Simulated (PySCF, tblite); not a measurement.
# C3H7FN2Si2: geometry, infrared bands and NMR shifts

Wanted: the infrared bands and NMR shifts of C3H7FN2Si2 (`Fc1cc([SiH3])n([SiH3])n1`), by calculation.

The runs use tblite 0.8.0 and PySCF 2.14.0, with density-fitted response routines of our own; the level of theory stands in each step. All values are computed, except where a source is named. Atoms count from 0, in the outputs and in this text.

## Step 1: Starting geometry

15 atoms, charge 0, multiplicity 1; geometry from: force field or distance geometry start.

Bonds of the start (Å): F0–C1 1.37, C1–C2 1.39, C2–C3 1.40, C3–Si4 1.83, C3–N5 1.36, N5–Si6 1.79, N5–N7 1.34, N7–C1 1.35, C2–H8 1.08, Si4–H9 1.47, Si4–H10 1.45, Si4–H11 1.48, Si6–H12 1.46, Si6–H13 1.47, Si6–H14 1.48.

## Step 2: Geometry optimisation with GFN2-xTB

What the job is given:

```
{"job": {"kind": "relax", "xc": "GFN2-xTB", "basis": "xTB"}, "charge": 0, "multiplicity": 1}
F      3.597300    -1.191700    -0.044400
C      2.273700    -0.824700    -0.031800
C      1.838800     0.491500    -0.107800
C      0.441800     0.425500    -0.060200
Si    -0.767400     1.803100    -0.109200
N      0.080600    -0.875600     0.063300
Si    -1.607900    -1.447100     0.173400
N      1.195100    -1.624600     0.088400
H      2.443300     1.376200    -0.204400
H     -0.254400     2.882500     0.753300
H     -2.107900     1.400600     0.280600
H     -0.827400     2.230500    -1.525700
H     -2.306700    -1.290400    -1.101800
H     -1.705100    -2.818900     0.694800
H     -2.298200    -0.529000     1.109600
```

On the command line:

```bash
> OMP_NUM_THREADS=1 python probes_run.py task.json out
```

This one command runs all jobs of the session in turn.

**Question.** This job is followed by: GFN2-xTB harmonic vibrations, gas phase; GIAO PBE0/pcSseg-1 NMR shielding, non-relativistic, gas phase. What will the session give for the following? strongest single infrared mode (GFN2-xTB); zero-point energy (GFN2-xTB); 13C shifts against TMS (PBE0/pcSseg-1); 1H shifts against TMS (PBE0/pcSseg-1, means over atoms taken as alike); 19F shifts against CFCl3 (PBE0/pcSseg-1); 29Si shifts against TMS (PBE0/pcSseg-1); 15N shifts against NH3 (PBE0/pcSseg-1).

**Answer**, as computed:

| quantity | value |
| --- | --- |
| strongest single infrared mode (GFN2-xTB) | 2262 cm⁻¹, 576 km/mol |
| zero-point energy (GFN2-xTB) | 55.8 kcal/mol |
| 13C shifts against TMS (PBE0/pcSseg-1) | 177.0, 143.3, 110.9 ppm |
| 1H shifts against TMS (PBE0/pcSseg-1, means over atoms taken as alike) | 6.34, 5.26, 4.56 ppm |
| 19F shifts against CFCl3 (PBE0/pcSseg-1) | -140.7 ppm |
| 29Si shifts against TMS (PBE0/pcSseg-1) | -45.9, -87.7 ppm |
| 15N shifts against NH3 (PBE0/pcSseg-1) | 340.1, 211.9 ppm |

**Reading.** Over 138 steps the energy fell by 0.507 eV; of the close pairs, F0–C1 changed most, 1.374 to 1.331 Å. All 39 modes are real, so the xTB geometry is a minimum. The strongest single mode, at 2262 cm⁻¹, moves mainly H14. Unscaled tight-binding wavenumbers are off by several per cent, some by more. Its intensities can rank the bands wrongly. The most deshielded hydrogen is H8 (hydrogen on an aromatic CH), at 6.34 ppm: aromatic region. At PBE0/pcSseg-1: The largest span, 442 ppm, is at N7, where the paramagnetic term is -398 ppm. NICS(1)zz of -28 ppm above the planar ring from C1 marks a diatropic (aromatic) ring current.
